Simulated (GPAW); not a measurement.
**Te2Mo: band structure with LDA**

**What was measured.**

From “Broadband infrared study of pressure-tunable Fano resonance and metallization transition in 2H-MoTe2”, 2022, pmc:9569381, for a bulk crystal of Te2Mo at 300 K: band gap 0.88 ± 0.05 eV (indirect).

Te2Mo:

```
Te Mo
1.0
     3.51820    0.00000    0.00000
    -1.75910    3.04685    0.00000
     0.00000    0.00000   13.97360
Te Mo
4 2
Direct
  0.33333 0.66667 0.62100
  0.66667 0.33333 0.12100
  0.33333 0.66667 0.87900
  0.66667 0.33333 0.37900
  0.33333 0.66667 0.25000
  0.66667 0.33333 0.75000
```

- Program: GPAW 26.7.0
- Task: band structure
- Functional: LDA
- Potentials or basis: the program's PAW data sets (release 1.2.1) made for this functional
- Cutoff: 600 eV
- Basis: pw
- k mesh: 6 × 6 × 2
- Occupations: fermi-dirac, width 0.05 eV
- Spin: spin-orbit coupling, no magnetisation
- Maxiter: 150
- Band path: GMKGALHA,LM,KH
- Band points: 100
- spin axis theta (degrees): 90
- spin axis phi (degrees): 45
- Soc after scf: second variation

```
Pressure                : -3.8 GPa
Largest force           : 0.388 eV/Å
Band gap on the k mesh  : 0.78 eV, indirect (least direct gap 0.95 eV)
Band gap along the path : 0.67 eV, indirect (least direct gap 0.95 eV)
```

Forces in eV/Å, atoms in the order of the input:
```
Te   0.000  0.000  0.387
Te   0.000  0.000  0.388
Te   0.000  0.000 -0.388
Te   0.000  0.000 -0.387
Mo   0.000  0.000  0.000
Mo   0.000  0.000  0.000
```

Stress tensor (GPa, compression positive):
```
-3.79  0.00  0.00
 0.00 -3.79  0.00
 0.00  0.00 -3.91
```

Levels at the corners of the path, in eV from the valence-band top:
| point | band 49 | band 50 | band 51 | band 52 | band 53 | band 54 | band 55 | band 56 |
| --- | --- | --- | --- | --- | --- | --- | --- | --- |
| Γ | -0.37 | -0.37 | 0.00 | 0.00 | 2.47 | 2.48 | 2.61 | 2.61 |
| M | -0.58 | -0.58 | -0.33 | -0.33 | 1.20 | 1.20 | 1.26 | 1.26 |
| K | -0.38 | -0.38 | -0.06 | -0.06 | 0.89 | 0.89 | 0.92 | 0.92 |
| Γ | -0.37 | -0.37 | 0.00 | 0.00 | 2.47 | 2.48 | 2.61 | 2.61 |
| A | -0.09 | -0.09 | -0.09 | -0.09 | 2.52 | 2.52 | 2.52 | 2.52 |
| L | -0.46 | -0.46 | -0.46 | -0.46 | 1.23 | 1.23 | 1.23 | 1.23 |
| H | -0.35 | -0.35 | -0.14 | -0.14 | 0.89 | 0.89 | 0.94 | 0.94 |
| A | -0.09 | -0.09 | -0.09 | -0.09 | 2.52 | 2.52 | 2.52 | 2.52 |
| L | -0.46 | -0.46 | -0.46 | -0.46 | 1.23 | 1.23 | 1.23 | 1.23 |
| M | -0.58 | -0.58 | -0.33 | -0.33 | 1.20 | 1.20 | 1.26 | 1.26 |
| K | -0.38 | -0.38 | -0.06 | -0.06 | 0.89 | 0.89 | 0.92 | 0.92 |
| H | -0.35 | -0.35 | -0.14 | -0.14 | 0.89 | 0.89 | 0.94 | 0.94 |

It took 5.9 min on 1 thread of Intel(R) Xeon(R) Platinum 8259CL CPU @ 2.50GHz (Skylake/Cascade Lake) (shared host), peak memory 1.1 GiB.

Against the measured gap of Te2Mo, 0.88 eV (indirect; 300 K; quoted in “Broadband infrared study of pressure-tunable Fano resonance and metallization transition in 2H-MoTe2”, 2022, pmc:9569381), the calculated 0.67 eV is off by -0.21 eV. The value is that of LDA, without temperature or zero-point motion. Semilocal functionals fall short of measured gaps as a rule.

Caveat: spin-orbit coupling was added after a scalar SCF, so levels and gaps hold it while energy, forces, pressure and moments don't; this program's spin-orbit splittings come out too wide for heavy elements; the mesh misses the band edges, which the band path finds closer together.
